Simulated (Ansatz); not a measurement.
## Molecular dynamics of Si

Input file:

```yaml
accuracy: low
crystal:
  lattice:
    - [0.0, 5.688954, 5.688954]
    - [5.688954, 0.0, 5.688954]
    - [5.688954, 5.688954, 0.0]
  atoms:
    - { symbol: Si, position: [0.04547584, 0.05566303, -0.12022498] }
    - { symbol: Si, position: [0.10276712, 0.22567936, 0.00679676] }
    - { symbol: Si, position: [0.04020647, 0.04735809, 0.37986254] }
    - { symbol: Si, position: [0.20866888, 0.15251441, 0.46023158] }
    - { symbol: Si, position: [-0.07332955, 0.55123768, -0.04720923] }
    - { symbol: Si, position: [0.12845187, 0.6578355, 0.04769255] }
    - { symbol: Si, position: [0.02163793, 0.52812196, 0.41438358] }
    - { symbol: Si, position: [0.05653983, 0.68502583, 0.58931595] }
    - { symbol: Si, position: [0.47262465, 0.08321073, -0.05467016] }
    - { symbol: Si, position: [0.68478313, 0.09190306, 0.06899835] }
    - { symbol: Si, position: [0.54721501, -0.03211159, 0.43472158] }
    - { symbol: Si, position: [0.63468631, 0.16118997, 0.5658648] }
    - { symbol: Si, position: [0.58659089, 0.42950699, -0.06966305] }
    - { symbol: Si, position: [0.58189518, 0.59251759, 0.14344159] }
    - { symbol: Si, position: [0.43847714, 0.52415447, 0.46849102] }
    - { symbol: Si, position: [0.56382639, 0.62099563, 0.59556728] }
basis:
  ecutwfc: 420.0
kpoints:
  mp_grid: { grid: [2, 2, 2] }
hamiltonian:
  xc: lda
scf:
  occupations: { method: fermi_dirac, width: 0.17 }
  lower_state_search: "off"
md:
  timestep: 2
  n_steps: 269
  ensemble: nvt_langevin
  temperature: 1600.0
  initial_velocities: maxwell_boltzmann
  seed: 498603
  friction: 0.02
  temperature_schedule:
    - { n_steps: 202, end_temperature: 300.0 }
    - { n_steps: 67, end_temperature: 300.0 }
```

Run as:

```bash
$ ansatz run input.yaml --threads 1 --pin off --max-ram 3072MiB --backend cpu --events-out ev --progress --plain --runs-dir out
```

It goes on from the last frame of an earlier run, with new velocities.

Output, in part (step lines):

```
md step     0: t =     0.00 fs  T =  1500.0 K (target 1600.0 K)  F+E_penalty+E_count = -9729.18256418 eV  E_kin = 3.102240 eV  (8 SCF iters)
md step     1: t =     2.00 fs  T =  1657.6 K (target 1596.8 K)  F+E_penalty+E_count = -9729.35464961 eV  E_kin = 3.428211 eV  (7 SCF iters)
md step     2: t =     4.00 fs  T =  1695.3 K (target 1590.3 K)  F+E_penalty+E_count = -9729.46742587 eV  E_kin = 3.506218 eV  (7 SCF iters)
md step     3: t =     6.00 fs  T =  1724.5 K (target 1583.9 K)  F+E_penalty+E_count = -9729.53363222 eV  E_kin = 3.566585 eV  (7 SCF iters)
md step     4: t =     8.00 fs  T =  1714.4 K (target 1577.5 K)  F+E_penalty+E_count = -9729.56887908 eV  E_kin = 3.545624 eV  (7 SCF iters)
md step     5: t =    10.00 fs  T =  1568.6 K (target 1571.0 K)  F+E_penalty+E_count = -9729.60898016 eV  E_kin = 3.244039 eV  (5 SCF iters)
md step     6: t =    12.00 fs  T =  1636.9 K (target 1564.6 K)  F+E_penalty+E_count = -9729.63570877 eV  E_kin = 3.385393 eV  (6 SCF iters)
md step     7: t =    14.00 fs  T =  1460.8 K (target 1558.2 K)  F+E_penalty+E_count = -9729.61829274 eV  E_kin = 3.021092 eV  (6 SCF iters)
[... lines left out ...]
md step   268: t =   536.00 fs  T =   425.7 K (target 300.0 K)  F+E_penalty+E_count = -9734.33442803 eV  E_kin = 0.880316 eV  (5 SCF iters)
md step   269: t =   538.00 fs  T =   431.0 K (target 300.0 K)  F+E_penalty+E_count = -9734.32549873 eV  E_kin = 0.891347 eV  (6 SCF iters)
```

The steps, from the saved trajectory:

```json
{"time (fs)": "0.0", "T (K)": "1500", "potential energy less start (eV)": "0.000"}
{"time (fs)": "18.0", "T (K)": "1347", "potential energy less start (eV)": "-0.328"}
{"time (fs)": "36.0", "T (K)": "1679", "potential energy less start (eV)": "-0.401"}
{"time (fs)": "54.0", "T (K)": "1882", "potential energy less start (eV)": "-0.454"}
{"time (fs)": "72.0", "T (K)": "1394", "potential energy less start (eV)": "0.155"}
{"time (fs)": "90.0", "T (K)": "1312", "potential energy less start (eV)": "-0.963"}
{"time (fs)": "108.0", "T (K)": "1407", "potential energy less start (eV)": "-1.427"}
{"time (fs)": "126.0", "T (K)": "1373", "potential energy less start (eV)": "-0.946"}
{"time (fs)": "144.0", "T (K)": "1007", "potential energy less start (eV)": "-0.972"}
{"time (fs)": "162.0", "T (K)": "1611", "potential energy less start (eV)": "-1.888"}
{"time (fs)": "180.0", "T (K)": "1234", "potential energy less start (eV)": "-1.341"}
{"time (fs)": "198.0", "T (K)": "1205", "potential energy less start (eV)": "-2.151"}
{"time (fs)": "216.0", "T (K)": "1234", "potential energy less start (eV)": "-2.977"}
{"time (fs)": "234.0", "T (K)": "1379", "potential energy less start (eV)": "-3.088"}
{"time (fs)": "252.0", "T (K)": "1052", "potential energy less start (eV)": "-3.465"}
{"time (fs)": "270.0", "T (K)": "1058", "potential energy less start (eV)": "-3.549"}
{"time (fs)": "288.0", "T (K)": "833", "potential energy less start (eV)": "-4.241"}
{"time (fs)": "306.0", "T (K)": "743", "potential energy less start (eV)": "-3.755"}
{"time (fs)": "324.0", "T (K)": "746", "potential energy less start (eV)": "-3.546"}
{"time (fs)": "342.0", "T (K)": "840", "potential energy less start (eV)": "-4.292"}
{"time (fs)": "360.0", "T (K)": "586", "potential energy less start (eV)": "-4.431"}
{"time (fs)": "378.0", "T (K)": "446", "potential energy less start (eV)": "-4.429"}
{"time (fs)": "396.0", "T (K)": "444", "potential energy less start (eV)": "-4.873"}
{"time (fs)": "414.0", "T (K)": "314", "potential energy less start (eV)": "-5.033"}
{"time (fs)": "432.0", "T (K)": "393", "potential energy less start (eV)": "-5.076"}
{"time (fs)": "450.0", "T (K)": "352", "potential energy less start (eV)": "-5.139"}
{"time (fs)": "468.0", "T (K)": "357", "potential energy less start (eV)": "-5.192"}
{"time (fs)": "486.0", "T (K)": "234", "potential energy less start (eV)": "-5.184"}
{"time (fs)": "504.0", "T (K)": "367", "potential energy less start (eV)": "-5.215"}
{"time (fs)": "522.0", "T (K)": "321", "potential energy less start (eV)": "-5.019"}
```

All steps were run. The schedule's set-point averaged 409 K over the second half and the system 531 K, so it lags behind the ramp. A run of 0.54 ps of so small a system gives no equilibrium averages. Limits of this set-up: coarse k mesh, low accuracy level.

Mean squared displacements from the first frame to the last, about the centre of mass: Si 0.29 Å².

Last frame:

```xyz
16
Lattice="0.0000 5.6890 5.6890 5.6890 0.0000 5.6890 5.6890 5.6890 0.0000" Properties=species:S:1:pos:R:3
Si -0.793 -0.105 0.352
Si 0.734 1.250 1.748
Si 2.013 2.590 0.226
Si 3.569 4.081 1.817
Si 2.122 -0.185 3.270
Si 3.442 1.308 4.639
Si 5.019 2.740 3.230
Si 6.340 4.132 4.673
Si -0.828 2.511 3.137
Si 0.478 3.901 4.724
Si 2.076 5.333 3.214
Si 3.440 6.805 4.527
Si 1.980 2.590 6.063
Si 3.363 3.988 7.570
Si 4.801 5.518 6.059
Si 6.332 6.873 7.461
```

Run time: 12 min on 1 thread of Intel(R) Xeon(R) 6975P-C (Granite Rapids), on a shared host, peak memory 0.66 GiB.
